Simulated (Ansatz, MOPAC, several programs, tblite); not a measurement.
Energy against volume for an ordered 4-atom cell of MgHgO2 on the zincblende lattice (P-4m2), at fixed shape and fractional coordinates, computed by several methods (PBE and r2SCAN, where shown, with plane waves in Ansatz); the cell shown is that of r2SCAN. With free coordinates or axes held, a curve is too stiff, and on another method's shape its minimum isn't the method's own volume. The symmetry is P-4m2 (No. 115, tetragonal); conventional cell a = 3.388 Å, c = 5.039 Å, 14.46 Å³ an atom. Mg is surrounded by 4 O at 1.98 Å; O is surrounded by 2 Mg at 1.98 Å and 2 Hg at 2.26 Å; Hg is surrounded by 4 O at 2.26 Å. The structure was generated, not taken from experiment, and needn't be the ground state; spin polarisation is off. Energies count from each curve's lowest point; fits are third-order Birch-Murnaghan.

```cif
data_structure
_symmetry_space_group_name_H-M 'P-4m2'
_symmetry_Int_Tables_number 115
_cell_length_a 3.3878
_cell_length_b 3.3878
_cell_length_c 5.0395
_cell_angle_alpha 90.000
_cell_angle_beta 90.000
_cell_angle_gamma 90.000
_cell_volume 57.84
loop_
_atom_site_label
_atom_site_type_symbol
_atom_site_symmetry_multiplicity
_atom_site_Wyckoff_symbol
_atom_site_fract_x
_atom_site_fract_y
_atom_site_fract_z
_atom_site_occupancy
Mg1 Mg 1 a 0.00000 0.00000 0.00000 1
O1 O 2 g 0.00000 0.50000 0.20232 1
Hg1 Hg 1 c 0.50000 0.50000 0.50000 1
```

GFN2-xTB (tblite), on the shape of the cell shown, as a cluster of 72 atoms at the zone centre:
```
V (Å³/atom)  E (meV/atom)
     12.725          0.00
     13.593         60.37
     14.460         98.56
     15.328        158.34
     16.195        217.49
```
The lowest point is an end point, so the minimum isn't bracketed.

Question: PBE, on the shape of its own relaxed cell, gives
```csv
V (Å³/atom),E (meV/atom)
14.112,18.27
14.562,4.34
15.013,0.00
15.463,3.89
15.913,14.60
```
What equilibrium volume and bulk modulus follow?

Answer: V₀ = 15.01 Å³ an atom and B₀ = 96 GPa.

GFN1-xTB (tblite), on the shape of the cell shown, as a cluster of 72 atoms at the zone centre:
```
V (Å³/atom)  E (meV/atom)
     12.725          7.60
     13.593          0.00
     14.460         13.80
     15.328         43.38
     16.195         84.76
```
V₀ = 13.43 Å³ an atom and B₀ = 64 GPa.

light PBE (260 eV, its own mesh), on the shape of the cell shown:
```tsv
V (Å³/atom)	E (meV/atom)
13.303	75.52
13.882	51.02
14.460	31.78
15.039	0.00
15.617	15.93
16.195	21.38
```
The points scatter about a smooth fit, as a low cutoff and a light mesh can make them, so no fit is quoted.

Question: PM7 (MOPAC), on the shape of the cell shown, as a cluster of 72 atoms at the zone centre, gives
```
V (Å³/atom)  E (meV/atom)
     12.725         33.42
     13.593          0.00
     14.460         39.67
     15.328        135.83
     16.195        275.54
```
What equilibrium volume and bulk modulus follow?

Answer: V₀ = 13.52 Å³ an atom and B₀ = 214 GPa.
